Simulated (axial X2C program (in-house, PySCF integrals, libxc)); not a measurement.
# A two-component session on ReRb: properties at the nuclei

Aim: properties at the nuclei of ReRb, with spin–orbit coupling in the Hamiltonian from the start.

The runs use an in-house X2C program for linear molecules on PySCF integrals; two-component X2C with atomic mean-field terms, Re dyall-cv3z, Rb dyall-cv3z.

All values are calculated.

## 1. Set-up

Input file task.json:

```json
{
 "zs": [
  75,
  37
 ],
 "q": 0,
 "bas": [
  "dyall-cv3z",
  "dyall-cv3z"
 ],
 "r0": 3.41,
 "levels": [
  "PBE0",
  "HF",
  "PBE50",
  "LDA",
  "BP86"
 ],
 "nst": 2
}
```

Keys: zs atomic numbers; q charge; bas basis sets; r0 starting distance in Å; levels methods (HF also brings MP2); nst determinants followed.

Started as:

```
python soeom.py task.json out
```

The runs that follow: Expectation values, lowest determinant; Expectation values, a higher determinant.

**Question.** What will these runs give? Wanted: lowest determinant; Eeff magnitude; Ws magnitude Re; A∥/gI Re; qzz Re; higher determinant (for each run or level that gives them).

As calculated:

| quantity | value |
| --- | --- |
| lowest determinant | Ω = 2 (excess of +ω over −ω: ω = -1/2, ω = 5/2) |
| Eeff magnitude (GV/cm), PBE0 | 4.06 |
| Ws magnitude Re (kHz), PBE0 | 1.38 |
| A∥/gI Re (MHz), PBE0 | 7.21 |
| qzz Re (a.u.), PBE0 | -1.74 |
| higher determinant | Ω = 3 (excess of +ω over −ω: ω = 1/2, ω = 5/2) |
| Eeff magnitude (GV/cm), PBE0, higher determinant | 25.7 |
| Ws magnitude Re (kHz), PBE0, higher determinant | 8.44 |
| A∥/gI Re (MHz), PBE0, higher determinant | 232 |
| qzz Re (a.u.), PBE0, higher determinant | -2.52 |

What this shows: In the first state, the effective field runs from 0.00521 to 95.1 GV/cm over the mean-field levels, so the levels don't agree on it. The expectation values come from single determinants, which for open shells can mix terms of unlike spin or miss the lowest Ω, so a determinant need not be a state. Eeff is the effective electric field on the electron dipole moment in this Ω state and Ws the scalar–pseudoscalar constant (defined with the proton number Z and per Ω); A∥ is the parallel hyperfine constant, which follows by multiplying with the nuclear g factor gI = μI/(I μN); qzz is the electric field gradient, eQq0 = 234.96 MHz × Q/barn × qzz; μ is positive if Rb is the positive end. The operators were transformed with the bare-nucleus X2C matrices. A second determinant lies within 0.1 eV of the first.
